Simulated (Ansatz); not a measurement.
## Molecular dynamics of Ag5P3H3O12

The input (input.yaml):

```yaml
accuracy: low
crystal:
  lattice:
    - [6.19, 0.0, 0.0]
    - [-3.095, 5.360697, 0.0]
    - [0.0, 0.0, 9.015]
  atoms:
    - { symbol: Ag, position: [0.9182, 0.0818, 0.3333333] }
    - { symbol: Ag, position: [0.9182, 0.8364, 0.6666667] }
    - { symbol: Ag, position: [0.1636, 0.0818, 0.0] }
    - { symbol: Ag, position: [0.2051, 0.4102, 0.6666667] }
    - { symbol: Ag, position: [0.5898, 0.7949, 0.0] }
    - { symbol: H, position: [0.62, 0.24, 0.1666667] }
    - { symbol: H, position: [0.76, 0.38, 0.5] }
    - { symbol: H, position: [0.62, 0.38, 0.8333333] }
    - { symbol: P, position: [0.5087, 0.4913, 0.3333333] }
    - { symbol: P, position: [0.5087, 0.0174, 0.6666667] }
    - { symbol: P, position: [0.9826, 0.4913, 0.0] }
    - { symbol: O, position: [0.2667, 0.4123, 0.4147] }
    - { symbol: O, position: [0.5877, 0.8544, 0.7480333] }
    - { symbol: O, position: [0.1456, 0.7333, 0.0813667] }
    - { symbol: O, position: [0.5877, 0.7333, 0.2519667] }
    - { symbol: O, position: [0.1456, 0.4123, 0.9186333] }
    - { symbol: O, position: [0.2667, 0.8544, 0.5853] }
    - { symbol: O, position: [0.4609, 0.275, 0.2247] }
    - { symbol: O, position: [0.725, 0.1859, 0.5580333] }
    - { symbol: O, position: [0.8141, 0.5391, 0.8913667] }
    - { symbol: O, position: [0.725, 0.5391, 0.4419667] }
    - { symbol: O, position: [0.8141, 0.275, 0.1086333] }
    - { symbol: O, position: [0.4609, 0.1859, 0.7753] }
basis:
  ecutwfc: 420.0
kpoints:
  mp_grid: { grid: [2, 2, 1] }
hamiltonian:
  xc: pbe
  dispersion: d3bj
scf:
  occupations: { method: fermi_dirac, width: 0.05 }
  lower_state_search: "off"
md:
  timestep: 0.75
  n_steps: 60
  ensemble: nvt_langevin
  temperature: 1200.0
  initial_velocities: maxwell_boltzmann
  seed: 408031
  friction: 0.05
```

Command:

```bash
$ ansatz run input.yaml --threads 1 --pin off --max-ram 3072MiB --backend cpu --events-out ev --progress --plain --runs-dir out
```

It starts from an unrelaxed structure (largest force component 1.87 eV/Å).

Output, in part (step lines):

```
md step     0: t =     0.00 fs  T =  1147.8 K  F+E_penalty+E_count = -47078.51016168 eV  E_kin = 3.412464 eV  (14 SCF iters)
[... lines left out ...]
```

The steps, from the saved trajectory:

| time (fs) | T (K) | potential energy less start (eV) |
| --- | --- | --- |
| 0.0 | 1148 | 0.000 |
| 1.5 | 1092 | -0.022 |
| 3.0 | 1220 | -0.056 |
| 4.5 | 999 | 0.021 |
| 6.0 | 895 | 0.157 |
| 7.5 | 883 | 0.354 |
| 9.0 | 731 | 0.640 |
| 10.5 | 589 | 0.865 |
| 12.0 | 609 | 0.846 |
| 13.5 | 630 | 0.664 |
| 15.0 | 699 | 0.498 |
| 16.5 | 613 | 0.462 |
| 18.0 | 646 | 0.413 |
| 19.5 | 858 | 0.336 |
| 21.0 | 968 | 0.266 |
| 22.5 | 1144 | 0.285 |
| 24.0 | 1008 | 0.443 |
| 25.5 | 997 | 0.399 |
| 27.0 | 1050 | 0.285 |
| 28.5 | 1161 | 0.304 |
| 30.0 | 1070 | 0.241 |
| 31.5 | 1067 | 0.332 |
| 33.0 | 1094 | 0.592 |
| 34.5 | 1059 | 0.826 |
| 36.0 | 996 | 0.987 |
| 37.5 | 978 | 0.953 |
| 39.0 | 1176 | 0.809 |
| 40.5 | 1110 | 0.987 |
| 42.0 | 1167 | 1.125 |
| 43.5 | 1026 | 1.080 |
| 45.0 | 1015 | 1.309 |

All steps were run. The mean temperature of the second half is 11 % below the set value. A run of 0.045 ps of so small a system gives no equilibrium averages. Limits of this set-up: coarse k mesh, odd electron count without spin, low accuracy level.

Mean squared displacements from the first frame to the last, about the centre of mass: Ag 0.02 Å², H 0.16 Å², P 0.04 Å², O 0.05 Å².

Last frame:

```xyz
23
Lattice="6.1900 0.0000 0.0000 -3.0950 5.3607 0.0000 0.0000 0.0000 9.0150" Properties=species:S:1:pos:R:3
Ag 5.528 0.461 2.983
Ag 3.182 4.483 6.016
Ag 0.842 0.472 0.071
Ag 0.045 2.129 6.001
Ag 1.010 4.155 0.032
H 2.890 1.412 1.558
H 3.539 1.882 5.024
H 3.003 2.299 7.503
P 1.631 2.858 3.150
P 3.028 0.171 6.223
P 4.638 2.806 0.047
O 0.462 2.087 3.900
O 0.982 4.562 6.917
O -1.337 4.120 0.873
O 1.363 4.092 2.163
O -0.503 2.077 8.101
O -0.973 4.657 5.329
O 2.013 1.688 2.121
O 4.113 1.021 5.220
O 3.391 3.184 8.089
O 2.610 3.005 4.378
O 4.336 1.667 0.993
O 2.215 1.088 7.093
```

Run time: 15 min on 1 thread of Arm Neoverse N1 (shared host), peak memory 0.71 GiB.
